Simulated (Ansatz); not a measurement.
# CH₃NO₂Si: how energies converge with the basis set

An exercise on one series of results from a longer session: the logs are not shown, and one member is left open.

The runs use Ansatz 0.2.0, Gaussian basis; one geometry, several basis sets.

Levels to be run: PBE0-D4/def2-SVP; ωB97M-V/def2-SVP; PBE0-D4/def2-QZVPP; ωB97M-V/def2-QZVPP; the functionals' def2-TZVPP values are taken from earlier runs.

## Structure used throughout

The geometry comes from an earlier relaxation with PBE0-D4 in a triple-zeta def2 set; it is a stationary point, not always the lowest conformer.

8 atoms, charge 0, spin multiplicity 1.

Atoms are counted from 1 here; the program's logs count them from 0.

Bond lengths: N1–Si2 1.678 Å, N1–H6 1.006 Å, N1–H7 1.006 Å, Si2–O3 1.697 Å, Si2–C4 1.814 Å, Si2–H8 1.476 Å, O3–C4 1.396 Å, C4–O5 1.181 Å. Angles: Si2–N1–H6 124.2°, Si2–N1–H7 122.4°, H6–N1–H7 113.4°, N1–Si2–O3 119.8°, N1–Si2–C4 125.8°, N1–Si2–H8 108.1°, O3–Si2–C4 46.7°, O3–Si2–H8 116.7°, C4–Si2–H8 124.7°, Si2–O3–C4 71.0°, Si2–C4–O3 62.2°, Si2–C4–O5 168.9°, O3–C4–O5 128.8°.

Set-up of the first run:

The input, in.yaml:

```yaml
crystal:
  periodic: [false, false, false]
  atoms:
    - {symbol: N, position_ang: [-0.866232, 0.394814, 1.116086]}
    - {symbol: Si, position_ang: [0.435849, -0.158712, 0.213245]}
    - {symbol: O, position_ang: [0.912406, 0.680590, -1.182981]}
    - {symbol: C, position_ang: [0.406173, -0.566791, -1.553797]}
    - {symbol: O, position_ang: [0.272516, -1.018619, -2.636708]}
    - {symbol: H, position_ang: [-1.746512, 0.682054, 0.722903]}
    - {symbol: H, position_ang: [-0.828802, 0.483647, 2.117150]}
    - {symbol: H, position_ang: [1.506700, -0.554184, 1.148302]}
basis:
  gaussian: {orbitals: def2-SVP}
hamiltonian: {xc: pbe0, dispersion: d4}
output: {orbitals: {seedname: orbitals}}
```

On the command line:

```sh
$ ansatz run in.yaml --threads 2 --pin off --events-out ev --progress --plain --max-ram 4352MiB
```

Steps of the session up to this table: PBE0-D4 in def2-SVP; ωB97M-V in def2-SVP; PBE0-D4 in def2-QZVPP; ωB97M-V in def2-QZVPP.

One of the session's tables, all rows but one given; the rest of the session is left out.

```
functional       basis  HOMO (eV)
   PBE0-D4    def2-SVP      -6.91
   PBE0-D4  def2-TZVPP      -7.08
   PBE0-D4  def2-QZVPP          ?
   ωB97M-V    def2-SVP      -9.13
   ωB97M-V  def2-TZVPP      -9.33
   ωB97M-V  def2-QZVPP      -9.39
```

Q: Estimate the row for PBE0-D4, def2-QZVPP from the others.

As computed: HOMO (eV): -7.13. In the column «HOMO (eV)» it lies between ωB97M-V, def2-SVP (-9.13) and PBE0-D4, def2-TZVPP (-7.08).
